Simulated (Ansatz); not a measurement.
# GaNH (sextet): the correlation ladder, cc-pVDZ

The task here is to estimate one member of a computed series from the others.

Computed with Ansatz 0.2.0, Gaussian basis. Level: cc-pVDZ, core rule «outside noble gas», up to 15 orbitals frozen.

To be run: UHF; CCSD(T) on ROHF; CCSD(T) on UHF; BCCD(T) on ROHF; CISD as a restricted active space (open shells left free, so some higher excitations enter); CCSDT(Q) on ROHF; CCSDT(Q) on UHF; CASSCF and MRCISD+Q, 9 electrons in 9 orbitals; CASSCF and NEVPT2, 9 electrons in 9 orbitals.

24 further runs of the same task are left out: 6 for a known fault of the program, 6 that didn't finish, 12 set aside as unsound or not needed. Runs told in other sessions of the task aren't counted.

## The system

The geometry is a PBE0/def2-TZVP stationary point (not a proven minimum) of the parent state, kept for this charge and spin. No spin-orbit coupling is included. The filled d shell of Ga may be among the frozen orbitals whatever the setting's name suggests.

3 atoms, charge 0, spin multiplicity 6.

Atoms are counted from 1 here; the program's logs count them from 0.

Bond lengths: N1–Ga2 1.985 Å, Ga2–H3 1.616 Å. Angles: N1–Ga2–H3 112.7°.

As a file:

```xyz
3
GaHN
N     0.0000    0.0939    1.6619
Ga    0.0000   -0.0392   -0.3188
H     0.0000    1.4056   -1.0417
```

Set-up of the first run:

in.yaml reads:

```yaml
crystal:
  periodic: [false, false, false]
  atoms:
    - {symbol: N, position_ang: [0.000000, 0.093904, 1.661900]}
    - {symbol: Ga, position_ang: [0.000000, -0.039184, -0.318801]}
    - {symbol: H, position_ang: [0.000000, 1.405604, -1.041722]}
basis:
  gaussian: {orbitals: cc-pVDZ}
magnetization: {spin_polarized: true, initial_magnetization: 5}
hamiltonian: {xc: hf}
output: {orbitals: {seedname: orbitals}}
```

Command:

```console
> ansatz run in.yaml --threads 1 --pin off --events-out ev --progress --plain --max-ram 2393MiB
```

Among the steps run: UHF; CCSD(T) on ROHF; CCSD(T) on UHF; BCCD(T) on ROHF; CISD as a restricted active space (open shells left free, so some higher excitations enter); CCSDT(Q) on ROHF; CCSDT(Q) on UHF; CASSCF and MRCISD+Q, 9 electrons in 9 orbitals; CASSCF and NEVPT2, 9 electrons in 9 orbitals.

One table of the session follows, with a row left open; its other results are not shown here.

```
          method  from UCCSDT(Q) (meV)
            ROHF               +4169.1
             UHF               +3998.9
            RMP2               +1023.3
            UMP2                +956.9
           RCCSD                +128.5
           UCCSD                +105.0
        RCCSD(T)                 +47.4
        UCCSD(T)                 +27.9
         BCCD(T)                 +45.7
          RCCSDT                     ?
          UCCSDT                  +3.1
       RCCSDT(Q)                 +18.5
       UCCSDT(Q)                     0
  CASSCF valence               +3327.0
  NEVPT2 valence                +835.7
  MRCISD valence                +231.4
MRCISD+Q valence                 +66.0
```

**Question.** Estimate the row for RCCSDT.

The run gave: from UCCSDT(Q) (meV): +21.4. In the column «from UCCSDT(Q) (meV)» it lies between RCCSDT(Q) (+18.5) and UCCSD(T) (+27.9).

Not comparable, so not listed: CISD as a restricted active space (open shells left free, so some higher excitations enter) (they don't share determinant, frozen orbitals or solution with the rows shown, or repeat one).

Limits of these values: Restricted and unrestricted rows rest on different reference determinants; a gap between their highest levels can come from leftover correlation error, from unlike frozen cores or from another state.
